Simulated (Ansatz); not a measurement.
**CH5BFNTe: how energies converge with the basis set**

Aim: see how fast density functionals converge with the basis set for CH5BFNTe.

Method: one geometry, several basis sets; program: Ansatz 0.2.0, Gaussian basis.

Plan: PBE0-D4/def2-SVP; ωB97M-V/def2-SVP; PBE0-D4/def2-QZVPP; ωB97M-V/def2-QZVPP; the functionals' def2-TZVPP values are taken from earlier runs.

## (1) Structure used throughout

An earlier PBE0-D4 in a triple-zeta def2 set relaxation fixed the geometry. Te takes the def2 core potential; no spin-orbit term is included.

10 atoms, charge 0, spin multiplicity 1.

Atoms are counted from 1 here; the program's logs count them from 0.

Bond lengths: B1–C2 1.547 Å, B1–Te5 2.288 Å, B1–H6 1.202 Å, B1–H7 1.200 Å, C2–N3 1.313 Å, C2–F4 1.316 Å, N3–H8 1.008 Å, N3–H9 1.006 Å, Te5–H10 1.661 Å. Angles: C2–B1–Te5 95.6°, C2–B1–H6 112.5°, C2–B1–H7 112.3°, Te5–B1–H6 110.2°, Te5–B1–H7 105.0°, H6–B1–H7 118.5°, B1–C2–N3 126.6°, B1–C2–F4 122.1°, N3–C2–F4 111.3°, C2–N3–H8 121.6°, C2–N3–H9 118.3°, H8–N3–H9 119.5°, B1–Te5–H10 95.1°.

As a file:

```
atom    x (Å)    y (Å)    z (Å)
  B1  -0.3284   0.9969   0.5271
  C2  -0.6455  -0.3816  -0.1001
  N3  -0.2193  -0.8316  -1.2573
  F4  -1.4240  -1.2586   0.4960
 Te5   1.2967   0.2284   1.9420
  H6   0.1430   1.7657  -0.2672
  H7  -1.2079   1.3836   1.2461
  H8  -0.3607  -1.7901  -1.5360
  H9   0.3719  -0.2360  -1.8117
 H10   2.4574   0.0724   0.7640
```

## (2) PBE0-D4 in def2-SVP

File in.yaml:

```yaml
crystal:
  periodic: [false, false, false]
  atoms:
    - {symbol: B, position_ang: [-0.328388, 0.996857, 0.527128]}
    - {symbol: C, position_ang: [-0.645468, -0.381614, -0.100089]}
    - {symbol: N, position_ang: [-0.219324, -0.831632, -1.257336]}
    - {symbol: F, position_ang: [-1.424045, -1.258601, 0.496006]}
    - {symbol: Te, position_ang: [1.296679, 0.228371, 1.942022]}
    - {symbol: H, position_ang: [0.143018, 1.765664, -0.267227]}
    - {symbol: H, position_ang: [-1.207860, 1.383637, 1.246098]}
    - {symbol: H, position_ang: [-0.360740, -1.790144, -1.535976]}
    - {symbol: H, position_ang: [0.371873, -0.236000, -1.811724]}
    - {symbol: H, position_ang: [2.457355, 0.072361, 0.763997]}
basis:
  gaussian: {orbitals: def2-SVP}
hamiltonian: {xc: pbe0, dispersion: d4}
output: {orbitals: {seedname: orbitals}}
```

After this run come: ωB97M-V in def2-SVP; PBE0-D4 in def2-QZVPP; ωB97M-V in def2-QZVPP.

Before running them: what should the planned runs give, taken together? Wanted: PBE0-D4: double and triple zeta above quadruple; ωB97M-V: double and triple zeta above quadruple.

As calculated:

| quantity | value |
| --- | --- |
| PBE0-D4: double and triple zeta above quadruple | 7.67, 0.37 eV |
| ωB97M-V: double and triple zeta above quadruple | 7.93, 0.35 eV |

**Reading.** PBE0-D4 gains 7.30 eV from double to triple zeta, then 0.37 eV more. These are total energies; as a rule much of such shifts cancels in differences, which this series doesn't test.
